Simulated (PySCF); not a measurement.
**InGe: from the state search to spectroscopic constants**

The task here is to estimate one member of a computed series from the others.

The runs use PySCF 2.14.0; In def2-SVP with ECP28, Ge def2-SVP, scalar-relativistic core potentials.

Set-up of the first run:

The job is set up so:

* atoms: In, Ge
* charge: 0
* basis: In def2-SVP with ECP28, Ge def2-SVP
* Hamiltonian: scalar-relativistic core potentials
* basis functions: 58
* electrons treated: 53
* masses in u: 114.9039, 73.9212
* levels: PBE0, PBE, r²SCAN, M06-L, M06-2X, BP86, HF, MP2, SCS-MP2, CCSD, CCSD(T)
* grid: 80 radial by 434 angular points
* occupations: held fixed by the projection of orbital angular momentum
* dissociation limit: In + Ge, each in its ground configuration
* starting distance in angstrom: 2.550
* values of 2S to try: 1, 3

Run with:

```console
> OMP_NUM_THREADS=1 python dia.py task.json out
```

Among the steps run: Set-up; First curve: PBE0; Excited determinants; PBE (GGA); r²SCAN (meta-GGA); M06-L (meta-GGA); M06-2X (hybrid meta-GGA); BP86 (GGA); UHF; MP2 and coupled cluster.

One table of the session follows, with a row left open; its other results are not shown here.

It belongs to the step «The curves together». Energy (eV) from each level's lowest point:

```
R (Å)    UHF  UHF-MP2  UHF-SCS-MP2  UHF-CCSD  UHF-CCSD(T)
2.300  0.830    0.640        0.665       n/a          n/a
2.407  0.417    0.278        0.296     0.327        0.319
2.514  0.172    0.084        0.095     0.111        0.107
2.594  0.068    0.017        0.023     0.030        0.028
2.674  0.014    0.000        0.000     0.000        0.000
2.754  0.000    0.020        0.015     0.008        0.010
2.861  0.026    0.089        0.077     0.062        0.067
2.995      ?        ?            ?         ?            ?
3.155  0.244    0.420        0.385     0.354        0.365
3.369  0.455    0.712        0.654       n/a          n/a
```

**Question.** Estimate the row for R (Å) = 2.995.

Worked estimate for «UHF». A straight line through the neighbours (2.861, 0.026) and (3.155, 0.244) gives 0.026 + (0.244 − 0.026) × (2.995 − 2.861) / (3.155 − 2.861) = 0.125; a parabola fitted to 4 rows on both sides gives 0.113.

As computed: UHF: 0.106; UHF-MP2: 0.222; UHF-SCS-MP2: 0.200; UHF-CCSD: 0.177; UHF-CCSD(T): 0.185. In «UHF» the line misses by +0.019 and the parabola by +0.007.
